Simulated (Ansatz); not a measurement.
# BFH3NS: a ladder of functionals and wavefunction methods

How much do the methods differ for BFH3NS? The plan is to run it at one geometry with functionals of several rungs and with coupled cluster, and see how far each lands from CCSD(T) at the basis-set limit for the atomisation energy.

Method: functionals in def2-TZVPP, the program's frozen cores in correlated methods; program: Ansatz 0.2.0, Gaussian basis.

Plan: PBE-D4, r2SCAN-D4, PBE0-D4, B3LYP-D4, ωB97X-V, ωB97M-V, B2PLYP; CCSD(T)/def2-TZVPP; CCSD(T)/def2-QZVPP; extrapolation to the limit.

### 1 The relaxed structure

All runs share one geometry, relaxed beforehand with PBE0-D4 in a triple-zeta def2 set.

SMILES `NB(F)S`, 7 atoms, charge 0, spin multiplicity 1.

Atoms are counted from 1 here; the program's logs count them from 0.

Bond lengths: N1–B2 1.394 Å, N1–H5 1.003 Å, N1–H6 1.005 Å, B2–F3 1.338 Å, B2–S4 1.825 Å, S4–H7 1.341 Å. Angles: B2–N1–H5 123.7°, B2–N1–H6 121.5°, H5–N1–H6 114.7°, N1–B2–F3 119.1°, N1–B2–S4 121.3°, F3–B2–S4 119.5°, B2–S4–H7 94.7°.

### 2 PBE-D4 (GGA)

in.yaml

```yaml
crystal:
  periodic: [false, false, false]
  atoms:
    - {symbol: N, position_ang: [-1.076054, 0.078609, 0.507759]}
    - {symbol: B, position_ang: [0.190812, -0.215661, 0.005822]}
    - {symbol: F, position_ang: [0.744749, -1.400460, 0.288349]}
    - {symbol: S, position_ang: [1.103758, 0.981473, -1.025722]}
    - {symbol: H, position_ang: [-1.554756, 0.944076, 0.338905]}
    - {symbol: H, position_ang: [-1.582081, -0.578006, 1.076209]}
    - {symbol: H, position_ang: [2.173582, 0.189978, -1.191322]}
basis:
  gaussian: {orbitals: def2-TZVPP}
hamiltonian: {xc: pbe, dispersion: d4}
output: {forces: true, orbitals: {seedname: orbitals}}
```

Command:

```sh
> ansatz run in.yaml --threads 2 --pin off --events-out ev --progress --plain --max-ram 20480MiB --backend cpu
```

Further steps of the session: r2SCAN-D4 (meta-GGA); PBE0-D4 (hybrid); B3LYP-D4 (hybrid); ωB97X-V (range-separated); ωB97M-V (range-separated); B2PLYP (double hybrid); CCSD(T) in def2-TZVPP; CCSD(T) in def2-QZVPP.

**Question.** What will the summary of the whole plan be? Wanted: atomisation energy, CCSD(T)/CBS; farthest; mean size of error, hybrid; mean size of error, range-separated; gap, smallest and largest; T1 diagnostic; triples share of the correlation energy.

The runs gave:

```
                               quantity                                  value
        atomisation energy, CCSD(T)/CBS                          2684.1 kJ/mol
 functionals within 13.4 kJ/mol (0.5 %)  none; nearest B3LYP-D4 (+13.5 kJ/mol)
                               farthest                  PBE-D4 (+80.5 kJ/mol)
             mean size of error, hybrid                            14.4 kJ/mol
    mean size of error, range-separated                            25.0 kJ/mol
              gap, smallest and largest   5.69 eV (PBE-D4), 12.15 eV (ωB97X-V)
                          T1 diagnostic                                 0.0118
triples share of the correlation energy                                  3.6 %
```

What this shows: PBE-D4 is off by +80.5 kJ/mol. Double hybrids carry the basis error of their MP2 part in triple zeta, and no dispersion term here, so their miss is partly the set-up's. Misses under about 13.4 kJ/mol are within the doubt on the reference itself, which lacks core-valence correlation, relativity and higher excitations. Hartree-Fock recovers 72 % of the binding; the rest is correlation. Orbital gaps span 5.7 to 12.2 eV; exact exchange widens them.
